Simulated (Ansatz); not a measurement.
# CdFH2N: one species, many methods

The task here is to estimate one member of a computed series from the others.

Program: Ansatz 0.2.0, Gaussian basis. Level of theory: functionals in def2-TZVPP, the program's frozen cores in correlated methods. These are calculated values, not measurements.

The runs, in order: LDA (SPW92), PBE-D4, revPBE-D4, BLYP-D4, r2SCAN-D4, B97M-V, PBE0-D4, B3LYP-D4, r2SCANh-D4, r2SCAN0-D4, HSE06-D4, BHLYP-D4, CAM-B3LYP-D4, LC-ωPBE, ωB97X-V, ωB97M-V, B2PLYP, PBE-QIDH; CCSD(T)/def2-SVP; CCSD(T)/def2-TZVPP; MP2/def2-QZVPP; extrapolation to the limit; RPA on PBE.

## The geometry

The geometry comes from an earlier relaxation with PBE0-D4 in a triple-zeta def2 set; it is a stationary point. Cd takes the def2 core potential; no spin-orbit term is included.

SMILES `[NH2][Cd][F]`, 5 atoms, charge 0, spin multiplicity 1.

Atoms are counted from 1 here; the program's logs count them from 0.

Bond lengths: N1–Cd2 1.998 Å, N1–H4 1.014 Å, N1–H5 1.014 Å, Cd2–F3 1.935 Å. Angles: Cd2–N1–H4 110.9°, Cd2–N1–H5 110.9°, H4–N1–H5 106.1°, N1–Cd2–F3 175.2°.

Set-up of the first run:

The input, in.yaml:

```yaml
crystal:
  periodic: [false, false, false]
  atoms:
    - {symbol: N, position_ang: [-0.333383, 0.921974, -0.346301]}
    - {symbol: Cd, position_ang: [0.604673, -0.740252, 0.245397]}
    - {symbol: F, position_ang: [1.652154, -2.274900, 0.787060]}
    - {symbol: H, position_ang: [-0.955619, 0.728621, -1.123765]}
    - {symbol: H, position_ang: [-0.917924, 1.290757, 0.396209]}
basis:
  gaussian: {orbitals: def2-TZVPP}
hamiltonian: {xc: lda}
output: {orbitals: {seedname: orbitals}}
```

Steps of the session up to this table: LDA; PBE-D4 (GGA); revPBE-D4 (GGA); BLYP-D4 (GGA); r2SCAN-D4 (meta-GGA); B97M-V (meta-GGA); PBE0-D4 (hybrid); B3LYP-D4 (hybrid); r2SCANh-D4 (hybrid); r2SCAN0-D4 (hybrid); HSE06-D4 (hybrid); BHLYP-D4 (hybrid); CAM-B3LYP-D4 (range-separated); LC-ωPBE-D4 (range-separated; the results give it without D4); ωB97X-V (range-separated); ωB97M-V (range-separated); B2PLYP (double hybrid); PBE-QIDH (double hybrid).

One of the session's tables, all rows but one given; the rest of the session is left out.

It belongs to the step «Orbital energies across the functionals». 

| functional | HOMO (eV) | LUMO (eV) | gap (eV) |
| --- | --- | --- | --- |
| LDA (SPW92) | -6.39 | -2.51 | 3.88 |
| PBE-D4 | -6.14 | -2.25 | 3.89 |
| revPBE-D4 | -6.05 | -2.14 | 3.91 |
| BLYP-D4 | -6.05 | -2.27 | 3.78 |
| r2SCAN-D4 | -6.40 | -1.96 | 4.44 |
| B97M-V | -6.43 | -2.16 | 4.27 |
| PBE0-D4 | -7.48 | -1.36 | 6.12 |
| B3LYP-D4 | -7.28 | -1.73 | 5.55 |
| r2SCANh-D4 | -6.91 | -1.65 | 5.26 |
| r2SCAN0-D4 | -7.67 | -1.19 | 6.49 |
| HSE06-D4 | -7.07 | -1.73 | 5.34 |
| BHLYP-D4 | -8.74 | -0.67 | 8.08 |
| CAM-B3LYP-D4 | ? | ? | ? |
| LC-ωPBE | -10.22 | 0.78 | 11.00 |
| ωB97X-V | -9.86 | 0.60 | 10.46 |
| ωB97M-V | -9.80 | 0.30 | 10.10 |

Estimate the missing values for CAM-B3LYP-D4.

The run gave: HOMO (eV): -8.91; LUMO (eV): -0.53; gap (eV): 8.38. In the column «HOMO (eV)» it lies between ωB97M-V (-9.80) and BHLYP-D4 (-8.74).
